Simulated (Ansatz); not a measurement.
# Si3Te: from a guess to a relaxed structure

Where does this trial cell of Si3Te go when cell and atoms are let free?

Computed with Ansatz 0.2.0 (DFT PBE, scalar-relativistic, plane waves, PAW, unless a step's input says otherwise).

1 further run of the same task is left out (it didn't finish).

### Step 1. The system as given

Symmetry: Pm-3m, No. 221, cubic system. The conventional cell has a = 4.394 Å, b = 4.394 Å, c = 4.394 Å, α = 90.00°, β = 90.00°, γ = 90.00°. Si (site symmetry 4/mmm) has 8 Si at 3.11 Å and 4 Te at 3.11 Å as nearest neighbours. Te (site symmetry m-3m) is surrounded by 12 Si at 3.11 Å.

Structure file:

```cif
data_structure
_symmetry_space_group_name_H-M 'Pm-3m'
_symmetry_Int_Tables_number 221
_cell_length_a 4.3937
_cell_length_b 4.3937
_cell_length_c 4.3937
_cell_angle_alpha 90.000
_cell_angle_beta 90.000
_cell_angle_gamma 90.000
_cell_volume 84.82
loop_
_atom_site_label
_atom_site_type_symbol
_atom_site_symmetry_multiplicity
_atom_site_Wyckoff_symbol
_atom_site_fract_x
_atom_site_fract_y
_atom_site_fract_z
_atom_site_occupancy
Si1 Si 3 c 0.00000 0.50000 0.50000 1
Te1 Te 1 a 0.00000 0.00000 0.00000 1
```

Recipe of the guess: species swapped into a database cell of Pr3Sn (Pm-3m, No. 221), with Si on the Pr sites and Te on the Sn sites. Lengths come from tabulated atomic sizes and are only a guess.

### Step 2. Probe: one point on a coarse mesh

input.yaml

```yaml
crystal:
  lattice:
    - [4.39368552, 0.0, 0.0]
    - [0.0, 4.39368552, 0.0]
    - [0.0, 0.0, 4.39368552]
  atoms:
    - { symbol: Si, position: [0.0, 0.5, 0.5] }
    - { symbol: Si, position: [0.5, 0.0, 0.5] }
    - { symbol: Si, position: [0.5, 0.5, 0.0] }
    - { symbol: Te, position: [0.0, 0.0, 0.0] }
basis:
  ecutwfc: 420
kpoints:
  mp_grid: { grid: [4, 4, 4] }
hamiltonian:
  xc: pbe
scf:
  occupations: { method: gaussian, width: 0.1 }
  lower_state_search: "off"
output:
  forces: true
  stress: true
  eigenvalues: true
```

On the command line:

```
ansatz run input.yaml --threads 1 --pin off --max-ram 2560MiB --backend cpu --events-out ev --progress --plain --runs-dir out
```

The session goes on with these runs: a loose first relaxation; final relaxation.

Q: Predict the outcome of this session. Wanted: conventional cell; volume; energy over the elements; gap on the mesh.

As calculated:

| quantity | value |
| --- | --- |
| symmetry at the end (tolerance 0.05 Å) | space group Pm-3m (No. 221) |
| conventional cell | a = 4.244 Å, b = 4.244 Å, c = 4.244 Å, α = 90.00°, β = 90.00°, γ = 90.00° |
| volume | 19.11 Å³/atom |
| energy over the elements | +0.77 eV/atom |
| gap on the mesh | none (metal) |

**Reading.** The space group Pm-3m (No. 221) is kept, and the volume per atom shrinks by 9.9 % from the first guess. With a positive formation energy it can't be a ground state. No finished test with a distortion of lower symmetry is shown, so the end may be a saddle point. Spin-orbit coupling is left out for Te.
